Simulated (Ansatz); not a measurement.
# CCl2NSn radical: small, medium and large basis sets

How large a basis does CCl2NSn radical need? Two functionals are run in growing sets.

Computed with Ansatz 0.2.0, Gaussian basis. Level: one geometry, several basis sets.

Plan: PBE0-D4/def2-SVP; ωB97M-V/def2-SVP; PBE0-D4/def2-QZVPP; ωB97M-V/def2-QZVPP; the functionals' def2-TZVPP values are taken from earlier runs.

## Step 1: Structure used throughout

The geometry comes from an earlier relaxation with PBE0-D4 in a triple-zeta def2 set; it is a stationary point. Sn takes the def2 core potential; no spin-orbit term is included.

SMILES `N#[C][Sn]([Cl])[Cl]`, 5 atoms, charge 0, spin multiplicity 2.

Atoms are counted from 1 here; the program's logs count them from 0.

Bond lengths: N1–C2 1.153 Å, C2–Sn3 2.124 Å, Sn3–Cl4 2.318 Å, Sn3–Cl5 2.318 Å. Angles: N1–C2–Sn3 174.0°, C2–Sn3–Cl4 105.7°, C2–Sn3–Cl5 105.7°, Cl4–Sn3–Cl5 108.9°.

## Step 2: PBE0-D4 in def2-SVP

File in.yaml:

```yaml
crystal:
  periodic: [false, false, false]
  atoms:
    - {symbol: N, position_ang: [-1.958954, 0.146644, -1.555012]}
    - {symbol: C, position_ang: [-1.040087, 0.216285, -0.861256]}
    - {symbol: Sn, position_ang: [0.652498, 0.562142, 0.375197]}
    - {symbol: Cl, position_ang: [0.060403, -0.214748, 2.477482]}
    - {symbol: Cl, position_ang: [2.335940, -0.784024, -0.477811]}
basis:
  gaussian: {orbitals: def2-SVP}
magnetization: {spin_polarized: true, initial_magnetization: 1}
hamiltonian: {xc: pbe0, dispersion: d4}
output: {orbitals: {seedname: orbitals}}
```

The runs that follow: ωB97M-V in def2-SVP; PBE0-D4 in def2-QZVPP; ωB97M-V in def2-QZVPP.

Before running them: what should the planned runs give, taken together? Wanted: PBE0-D4: double and triple zeta above quadruple; ωB97M-V: double and triple zeta above quadruple.

The runs gave:

| quantity | value |
| --- | --- |
| PBE0-D4: double and triple zeta above quadruple | 12.80, 0.92 eV |
| ωB97M-V: double and triple zeta above quadruple | 12.75, 0.87 eV |

PBE0-D4 gains 11.88 eV from double to triple zeta, then 0.92 eV more. Total energies overstate the basis error of differences, where much of it tends to cancel.
